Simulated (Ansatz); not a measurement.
## CH₂Se, SMILES C=[Se]: an active-space calculation, step by step

Program: Ansatz 0.2.0, Python API.

Notebook, run cell by cell (the value of a cell's last expression is shown):

```python
import ansatz as az
```

```python
config = {
    'basis_set': 'def2-SVP',
}
```

```python
geometry_ang = [
    ('C', (-0.1022, -0.1624, -0.0442)),
    ('Se', (1.367, 0.4143, 0.6701)),
    ('H', (-0.6904, -1.0736, -0.1103)),
    ('H', (-0.5188, 0.7614, -0.5358)),
]
molecule = az.Crystal.molecule()
for symbol, xyz in geometry_ang:
    molecule = molecule.atom(symbol, xyz)
```

```python
job = (
    molecule.calculation()
    .basis(gaussian=config['basis_set'])
    .correlation(active_electrons=2, active_orbitals=2)
)
for method in ['sc_nevpt2']:
    rep = (job if method is None else job.correlation(method)).run().report
    space = rep['configurations']
    state = space['states'][0]
    print(method or 'casscf', f'total {rep["free_energy_ev"] / 27.211386246:.6f} Ha, active-space state {state["energy"]["hartree"]:.6f} Ha, mean field {rep["reference_energy_ev"] / 27.211386246:.6f} Ha')
    print('  determinants', state['n_determinants'], ' natural occupations', [round(n, 3) for n in space['natural_occupations']])
```

    sc_nevpt2 total -2438.864253 Ha, active-space state -2438.518377 Ha, mean field -2438.488015 Ha
      determinants 4  natural occupations [1.866, 0.134]

Caveats:
- Total energies depend on the basis set; only differences at equal settings carry meaning.
- The geometry is a force-field or estimated start, not a minimum of this method, and the basis set is short of its limit. The active space starts as a window about the frontier orbitals and is then optimised, not chosen by chemistry.
- Finished in 1.9 s on 1 thread of Arm Neoverse V1, on a shared host, peak memory 0.16 GiB.
